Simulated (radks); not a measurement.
# Taking charge from the 5p level of Ce⁺ in fractions

An exercise on one series of results from a longer session: the logs are not shown, and one member is left open.

Method: Dirac Kohn-Sham, LDA (Slater exchange, Perdew-Wang correlation), spin-unpolarised, spherical densities, finite nucleus; open shells are shared between the two j in proportion to 2j + 1. Code: radks (a radial shooting solver on a logarithmic mesh, Libxc functionals) version 1.

## The atom as given

| Quantity | Value |
| --- | --- |
| element | cerium (Z = 58) |
| charge | +1 |
| electrons | 57 |
| configuration | [Xe] 4f1 5d2 |
| nuclear rms radius | 4.8771 fm |

The outer shells:

Ce⁺
```
[Xe] core
4f [↑ ][  ][  ][  ][  ][  ][  ]
5d [↑ ][↑ ][  ][  ][  ]
```

The first run:

Settings of this run:

```text
Z 58
configuration [Xe] 4f1 5d2
relativity Dirac
functional lda,pw
spin unpolarised
j_filling average
nucleus finite rms 4.8771 fm
c 137.035999084
```

Steps of the session up to this table: Start: [Xe] 4f1 5d2.

One table of the session follows, with a row left open; its other results are not shown here.

It belongs to the step «Start: [Xe] 4f1 5d2». Radial moments (bohr):

| level | <r> | outermost maximum (interpolated) | 90 % within | nodes |
| --- | --- | --- | --- | --- |
| 4d5/2 | 0.7490 | 0.656 | 1.13 | 1 |
| 5s1/2 | ? | ? | ? | ? |
| 5p1/2 | 1.711 | 1.50 | 2.50 | 3 |
| 5p3/2 | 1.797 | 1.57 | 2.63 | 3 |
| 4f5/2 | 1.103 | 0.706 | 1.91 | 0 |
| 4f7/2 | 1.116 | 0.711 | 1.94 | 0 |
| 5d3/2 | 2.814 | 2.18 | 4.40 | 2 |
| 5d5/2 | 2.868 | 2.22 | 4.49 | 2 |

Q: Estimate the row for 5s1/2 from the others.

As computed: <r>: 1.520; outermost maximum (interpolated): 1.37; 90 % within: 2.19; nodes: 4. In the column «<r>» it lies between 4f7/2 (1.116) and 5p1/2 (1.711).
